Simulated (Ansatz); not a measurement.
# C2H6BF: basis-set convergence

How large a basis does C2H6BF need? Two functionals are run in growing sets.

Program: Ansatz 0.2.0, Gaussian basis. Level of theory: one geometry, several basis sets. These are calculated values, not measurements.

Levels to be run: PBE0-D4/def2-SVP; ωB97M-V/def2-SVP; PBE0-D4/def2-QZVPP; ωB97M-V/def2-QZVPP; the functionals' def2-TZVPP values are taken from earlier runs.

### 1 The relaxed structure

The geometry comes from an earlier relaxation with PBE0-D4 in a triple-zeta def2 set; it is a stationary point, not always the lowest conformer.

SMILES `CBCF`, 10 atoms, charge 0, spin multiplicity 1.

Atoms are counted from 1 here; the program's logs count them from 0.

Bond lengths: C1–B2 1.556 Å, C1–H5 1.097 Å, C1–H6 1.092 Å, C1–H7 1.097 Å, B2–C3 1.557 Å, B2–H8 1.198 Å, C3–F4 1.387 Å, C3–H9 1.101 Å, C3–H10 1.101 Å. Angles: B2–C1–H5 109.4°, B2–C1–H6 115.7°, B2–C1–H7 109.5°, H5–C1–H6 108.5°, H5–C1–H7 104.6°, H6–C1–H7 108.6°, C1–B2–C3 120.1°, C1–B2–H8 120.2°, C3–B2–H8 119.6°, B2–C3–F4 115.7°, B2–C3–H9 109.5°, B2–C3–H10 109.7°, F4–C3–H9 108.1°, F4–C3–H10 108.1°, H9–C3–H10 105.3°.

Geometry (Å):

```
C    -0.5305    1.2377    0.2172
B     0.0069    0.0294   -0.6032
C     0.5372   -1.2383    0.1283
F     0.9945   -2.2592   -0.6915
H    -1.5645    1.4497   -0.0814
H    -0.4992    1.1248    1.3032
H     0.0262    2.1424   -0.0559
H     0.0132    0.0684   -1.8008
H    -0.2541   -1.6485    0.7752
H     1.3536   -0.9577    0.8117
```

### 2 PBE0-D4 in def2-SVP

The input, in.yaml:

```yaml
crystal:
  periodic: [false, false, false]
  atoms:
    - {symbol: C, position_ang: [-0.530530, 1.237727, 0.217189]}
    - {symbol: B, position_ang: [0.006879, 0.029355, -0.603216]}
    - {symbol: C, position_ang: [0.537201, -1.238323, 0.128322]}
    - {symbol: F, position_ang: [0.994537, -2.259180, -0.691479]}
    - {symbol: H, position_ang: [-1.564546, 1.449732, -0.081366]}
    - {symbol: H, position_ang: [-0.499238, 1.124819, 1.303203]}
    - {symbol: H, position_ang: [0.026172, 2.142387, -0.055902]}
    - {symbol: H, position_ang: [0.013207, 0.068449, -1.800753]}
    - {symbol: H, position_ang: [-0.254084, -1.648485, 0.775171]}
    - {symbol: H, position_ang: [1.353603, -0.957681, 0.811728]}
basis:
  gaussian: {orbitals: def2-SVP}
hamiltonian: {xc: pbe0, dispersion: d4}
output: {orbitals: {seedname: orbitals}}
```

Started as:

```
$ ansatz run in.yaml --threads 2 --pin off --events-out ev --progress --plain --max-ram 4352MiB
```

Further steps of the session: ωB97M-V in def2-SVP; PBE0-D4 in def2-QZVPP; ωB97M-V in def2-QZVPP.

Q: Predict the results of all the runs planned. Wanted: PBE0-D4: double and triple zeta above quadruple; ωB97M-V: double and triple zeta above quadruple.

**Answer**, as computed:

| quantity | value |
| --- | --- |
| PBE0-D4: double and triple zeta above quadruple | 6.83, 0.32 eV |
| ωB97M-V: double and triple zeta above quadruple | 7.11, 0.31 eV |

What this shows: For PBE0-D4 the step from double to triple zeta gains 6.51 eV and the next only 0.32 eV. Total energies overstate the basis error of differences, where much of it tends to cancel.
